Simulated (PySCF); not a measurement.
**C₃H₈OSi: electronic excitations and core binding energies**

Aim: predict the electronic excitations and core binding energies of C₃H₈OSi (`[SiH3]OC1CC1`).

Programs: PySCF 2.14.0, with density-fitted response routines of our own. Each step states its level of theory. These are calculated values for one molecule in the gas phase, unless marked as measured. Atoms count from 0, in the outputs and in this text.

### Step 1. Starting geometry

13 atoms, charge 0, multiplicity 1; geometry from: GFN2-xTB.

Bonds of the start (Å): Si0–O1 1.62, O1–C2 1.38, C2–C3 1.50, C3–C4 1.50, C4–C2 1.50, Si0–H5 1.45, Si0–H6 1.47, Si0–H7 1.47, C2–H8 1.09, C3–H9 1.08, C3–H10 1.08, C4–H11 1.08, C4–H12 1.08.

### Step 2. Ultraviolet spectrum: PBE0/def2-SVPD

The job: settings as JSON, then the geometry in Å.

```
{"job": {"kind": "uv", "xc": "PBE0", "basis": "def2-SVPD", "nstates": 8, "ntriplets": 3}, "charge": 0, "multiplicity": 1}
Si     1.951655     0.923322     0.434449
O      0.736463    -0.086156     0.796947
C     -0.170115    -0.723640    -0.022937
C     -1.572701    -0.886684     0.469521
C     -1.275170     0.062185    -0.657761
H      2.365090     1.276028     1.782192
H      1.491042     2.071379    -0.352525
H      2.992709     0.238961    -0.337328
H      0.275167    -1.530812    -0.597793
H     -1.807017    -0.456816     1.430614
H     -2.091498    -1.808059     0.254558
H     -1.588028    -0.197047    -1.657017
H     -1.311984     1.117825    -0.439241
```

Level: TDDFT PBE0/def2-SVPD, vertical, gas phase, core orbitals frozen in the response.

Started as:

```console
> OMP_NUM_THREADS=1 python probes_run.py task.json out
```

One launch serves the whole session: the jobs run in the order shown.

**Question.** This job is followed by: delta-SCF UKS SCAN, pcX-2 on the ionised atom, pcseg-1 elsewhere, spin-free X2C. What will the session give for the following? lowest singlet (PBE0/def2-SVPD); brightest single state of those computed; lowest triplet; C1s binding energies, SCAN/pcX-2; Si1s binding energies, SCAN/pcX-2; Si2p binding energies, SCAN/pcX-2; O1s binding energies, SCAN/pcX-2.

**Answer**, as computed:

| quantity | value |
| --- | --- |
| lowest singlet (PBE0/def2-SVPD) | 6.68 eV (186 nm), f = 0.002 |
| brightest single state of those computed | state 5, 7.80 eV, f = 0.032 |
| lowest triplet | 6.48 eV |
| C1s binding energies, SCAN/pcX-2 | C2 292.25, C3 290.60 eV |
| Si1s binding energies, SCAN/pcX-2 | Si0 1847.04 eV |
| Si2p binding energies, SCAN/pcX-2 | Si0 107.41 eV |
| O1s binding energies, SCAN/pcX-2 | O1 538.05 eV |

In words: The lowest singlet, at 6.68 eV, is HOMO→LUMO 0.97 and is weak; of the 8 states computed, the strongest absorption comes from state 5 at 7.80 eV. The lowest triplet lies 0.20 eV below the lowest singlet (triplets in Tamm-Dancoff, singlets in full TDDFT). States above −ε(HOMO) lie where TDDFT describes them poorly and they hang on the basis; the brightest is among them. The C1s levels kept as sound span 1.65 eV, from C3 (three-membered-ring carbon) up to C2 (three-membered-ring carbon).
